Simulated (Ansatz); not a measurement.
Crystal: HfMoC2.

```xyz
4
Lattice="3.1914 0.0000 0.0000 0.0000 3.1914 0.0000 0.0000 0.0000 4.4852" Properties=species:S:1:pos:R:3 pbc="T T T"
Hf    0.0000    0.0000    0.0000
Mo    1.5957    1.5957    2.2426
C     1.5957    1.5957    0.0000
C     0.0000    0.0000    2.2426
```

The cell comes from a database or a generator and needn't be the stable form of this composition.

- Program: Ansatz 0.2.0
- Task: relaxation of cell and atoms
- Functional: HSE06
- Potentials or basis: Ansatz PAW
- Cutoff: 420 eV (not typed: the program's choice for these potentials)
- k mesh: 6 × 6 × 4
- Occupations: fermi-dirac, width 0.05 eV
- Spin: no spin polarisation

At the start: volume 11.42 Å³/atom.

How do energy, volume and symmetry change on relaxing?

It ends after 7 steps and the volume is 11.17 Å³/atom (-2.2 %); space group P4/mmm (No. 123, to 0.05 Å).

Step by step:
| step | energy change (eV) | largest force (eV/Å) | volume (Å³) |
| --- | --- | --- | --- |
| 1 | 0.0000 | 0.0000 | 45.68 |
| 2 | -0.0226 | 0.0000 | 44.11 |
| 3 | -0.0288 | 0.0000 | 44.69 |
| 4 | -0.0290 | 0.0000 | 44.69 |
| 5 | -0.0274 | 0.0000 | 44.69 |
| 6 | -0.0274 | 0.0000 | 44.68 |
| 7 | -0.0274 | 0.0000 | 44.68 |

Final structure:
```cif
data_structure
_symmetry_space_group_name_H-M 'P 1'
_symmetry_Int_Tables_number 1
_cell_length_a 3.1555
_cell_length_b 3.1555
_cell_length_c 4.4875
_cell_angle_alpha 90.000
_cell_angle_beta 90.000
_cell_angle_gamma 90.000
_cell_volume 44.68
loop_
_atom_site_label
_atom_site_type_symbol
_atom_site_fract_x
_atom_site_fract_y
_atom_site_fract_z
_atom_site_occupancy
Hf1 Hf 0.00000 0.00000 0.00000 1
Mo1 Mo 0.50000 0.50000 0.50000 1
C1 C 0.50000 0.50000 0.00000 1
C2 C 0.00000 0.00000 0.50000 1
```

Caveat: the plane-wave basis is chosen anew once the cell has moved, so the energies of steps on either side of that aren't comparable; the PAW data sets come from PBE, with cores solved anew for the run's functional, which leaves a small shift of forces and pressure.
